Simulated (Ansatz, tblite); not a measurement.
# The cluster Ta3Se12: rung by rung

How do method and basis change the picture of the cluster Ta3Se12 (doublet)?

Method: as each input shows; program: Ansatz 0.2.0, Gaussian basis.

The runs, in order: GFN1-xTB, PBE-D4/def2-SVP, r2SCAN-D4/def2-SVP, r2SCANh-D4/def2-SVP, B3LYP-D4/def2-SVP, r2SCAN0-D4/def2-SVP, r2SCAN-D4/def2-mTZVP.

## Step 1: The relaxed structure

The geometry is that of the doublet, from an earlier relaxation (PBE-D4/def2-SVP).

15 atoms, charge 0, spin multiplicity 2.

Bond lengths: Ta1–Se4 2.446 Å, Ta1–Se5 2.323 Å, Ta1–Se6 2.896 Å, Ta1–Se7 2.744 Å, Ta1–Se8 2.512 Å, Ta1–Se9 2.982 Å, Ta2–Se6 2.790 Å, Ta2–Se8 2.545 Å, Ta2–Se9 3.213 Å, Ta2–Se10 2.597 Å, Ta2–Se12 2.303 Å, Ta2–Se13 2.507 Å, Ta3–Se6 2.771 Å, Ta3–Se7 2.828 Å, Ta3–Se9 3.365 Å, Ta3–Se10 2.544 Å, Ta3–Se11 2.529 Å, Ta3–Se14 2.348 Å and more. Angles: Se4–Ta1–Se5 108.4°, Se4–Ta1–Se6 56.1°, Se4–Ta1–Se7 93.2°, Se4–Ta1–Se8 100.7°, Se4–Ta1–Se9 149.1°, Se5–Ta1–Se6 163.7°, Se5–Ta1–Se7 88.1°, Se5–Ta1–Se8 104.1°, Se5–Ta1–Se9 100.5°, Se6–Ta1–Se7 87.6°, Se6–Ta1–Se8 85.4°, Se6–Ta1–Se9 93.8°, Se7–Ta1–Se8 157.4°, Se7–Ta1–Se9 77.1°, Se8–Ta1–Se9 81.9°, Se6–Ta2–Se8 87.1°, Se6–Ta2–Se9 91.1°, Se6–Ta2–Se10 63.9° and more.

Ta takes a core potential in the def2 sets. No spin-orbit coupling is included.

PBE0-D4/def2-SVP was run before; its log isn't repeated, and its numbers join the tables.

## Step 2: GFN1-xTB

Tight binding, by tblite at 300 K electronic temperature and without a spin-polarisation term:

```python
tblite.interface.Calculator('GFN1-xTB', numbers, positions, charge=0, uhf=1).singlepoint()
```

Energy -1269.2724 eV; 0.12 s.

## Step 3: PBE-D4/def2-SVP

start.molden holds the orbitals of an earlier run on this state, given as this run's starting guess.

in.yaml reads:

```yaml
crystal:
  periodic: [false, false, false]
  atoms:
    - {symbol: Ta, position_ang: [-1.843460, -0.719635, -0.423187]}
    - {symbol: Ta, position_ang: [-0.394404, 1.968958, 1.170697]}
    - {symbol: Ta, position_ang: [1.803681, -0.815897, -0.102650]}
    - {symbol: Se, position_ang: [-2.111436, -2.226924, 1.484098]}
    - {symbol: Se, position_ang: [-3.366587, -1.335535, -2.065686]}
    - {symbol: Se, position_ang: [-0.111233, -0.709385, 1.897252]}
    - {symbol: Se, position_ang: [-0.004312, -2.348325, -1.645687]}
    - {symbol: Se, position_ang: [-2.790958, 1.404254, 0.525087]}
    - {symbol: Se, position_ang: [-0.153612, 1.211220, -1.942625]}
    - {symbol: Se, position_ang: [2.039320, 1.131800, 1.517216]}
    - {symbol: Se, position_ang: [2.096143, 0.413562, -2.293685]}
    - {symbol: Se, position_ang: [-0.602375, 3.600629, 2.782802]}
    - {symbol: Se, position_ang: [0.125685, 3.340654, -0.861855]}
    - {symbol: Se, position_ang: [4.040837, -1.525983, -0.051326]}
    - {symbol: Se, position_ang: [1.272711, -3.389373, 0.009550]}
basis:
  gaussian: {orbitals: def2-SVP, fitting: {mean_field: def2-universal-jkfit}, initial_orbitals: start.molden}
magnetization: {spin_polarized: true, initial_magnetization: 1}
hamiltonian: {xc: pbe, dispersion: d4}
scf: {omitted_lower_state_checks: [starts]}
output: {forces: true, orbitals: {seedname: orbitals}}
```

Command:

```
$ ansatz run in.yaml --threads 2 --pin off --events-out ev --progress --plain --max-ram 32768MiB --backend cuda --devices 0, --max-vram 18GiB
```

Further steps of the session: r2SCAN-D4/def2-SVP; r2SCANh-D4/def2-SVP; B3LYP-D4/def2-SVP; r2SCAN0-D4/def2-SVP; r2SCAN-D4/def2-mTZVP.

**Question.** What will the summary of the whole plan be? Wanted: gap in def2-SVP, named functionals, smallest and largest; binding an atom, functionals in def2-SVP; ⟨S²⟩ in def2-SVP, named functionals, smallest and largest.

The runs gave:

| quantity | value |
| --- | --- |
| gap in def2-SVP, named functionals, smallest and largest | 0.38 eV (PBE-D4), 1.97 eV (r2SCAN0-D4) |
| binding an atom, functionals in def2-SVP | 3.66 (r2SCAN0-D4) to 4.13 eV (PBE-D4) |
| ⟨S²⟩ in def2-SVP, named functionals, smallest and largest | 0.755, 0.782 |

**Reading.** Over the named functionals in def2-SVP the gap runs from 0.38 eV (PBE-D4) to 1.97 eV (r2SCAN0-D4); exact exchange widens it. Over the named functionals in def2-SVP spin contamination reaches 0.03 (r2SCAN0-D4), which is small.
